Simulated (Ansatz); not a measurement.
# Ge4F: the cost of one run

Computed with Ansatz 0.2.0 (DFT PBE+D3(BJ), scalar-relativistic, plane waves, PAW, unless a step's input says otherwise).

4 further runs of the same task are left out: 4 set aside as unsound or not needed.

### Step 1. Starting point

Symmetry: Pmm2, No. 25, orthorhombic system. The conventional cell has a = 4.030 Å, b = 4.030 Å, c = 21.742 Å, α = 90.00°, β = 90.00°, γ = 90.00°. Ge (site symmetry mm2) has 2 Ge at 2.47 Å as nearest neighbours. Ge (site symmetry mm2) is surrounded by 4 Ge at 2.47 to 2.51 Å. Around Ge (site symmetry mm2) lie 2 Ge at 2.47 Å and 2 F at 3.21 Å. F (site symmetry mm2) is surrounded by 2 Ge at 3.21 Å.

Coordinates:

```xyz
5
Lattice="4.0304 0.0000 0.0000 0.0000 4.0304 0.0000 0.0000 0.0000 21.7417" Properties=species:S:1:pos:R:3 pbc="T T T"
Ge    0.0000    2.0152    4.0000
Ge    0.0000    0.0000    5.4249
Ge    2.0152    0.0000    6.9179
Ge    2.0152    2.0152    8.3417
F     4.0304    2.0152   10.8417
```

This is the geometry of the first run shown, built on a cell relaxed beforehand with the same method.

### Step 2. Plan of the line

Atoms count from 1 in the order of the input.

F is moved over the surface cell at a fixed height above a rigid substrate; the origin of the map has the adsorbate above Ge4; the height is held at 2.50 Å.

- position of F5 along the first surface vector, from above Ge4: 8 values from 0.000 to 0.875, periodic
- position of F5 along the second surface vector, from above Ge4: 8 values from 0.000 to 0.875, periodic

Nothing else is relaxed. Points are written as (first, second).

The two vectors of the plane (Å): (4.030, 0.000, 0.000); (0.000, 4.030, 0.000).

### Step 3. Grid point (4/8, 0/8) of the map's two axes

A dipole layer in the vacuum cancels the field that periodic copies would set up if the slab's two faces differ.

The input, input.yaml:

```yaml
crystal:
  lattice:
    - [4.0303587917, 0.0, 0.0]
    - [0.0, 4.0303587917, 0.0]
    - [0.0, 0.0, 21.7416627734]
  atoms:
    - { symbol: Ge, position: [0.0, 0.5, 0.1839785688] }
    - { symbol: Ge, position: [0.0, 0.0, 0.2495184969] }
    - { symbol: Ge, position: [0.5, 0.0, 0.3181867399] }
    - { symbol: Ge, position: [0.5, 0.5, 0.3836717946] }
    - { symbol: F, position: [1.0, 0.5, 0.4986584001] }
basis:
  ecutwfc: 420
kpoints:
  mp_grid: { grid: [7, 7, 1] }
hamiltonian:
  xc: pbe
  pseudopotentials: { kind: paw, azcp: { folder: soft_1 } }
  dispersion: d3bj
scf:
  occupations: { method: gaussian, width: 0.1 }
output:
  forces: true
  eigenvalues: true
efield:
  axis: 3
  dipole_correction: true
  ramp_width: 0.04
```

On the command line:

```
$ ansatz run input.yaml --threads 1 --pin off --max-ram 3072MiB --backend cpu --events-out ev --progress --plain --runs-dir out
```

**Question.** How long does this run take on 1 thread of Intel Xeon Platinum 8559C (Emerald Rapids), shared host, and how much memory does it need?

About 11 s, with a peak of 0.56 GiB.
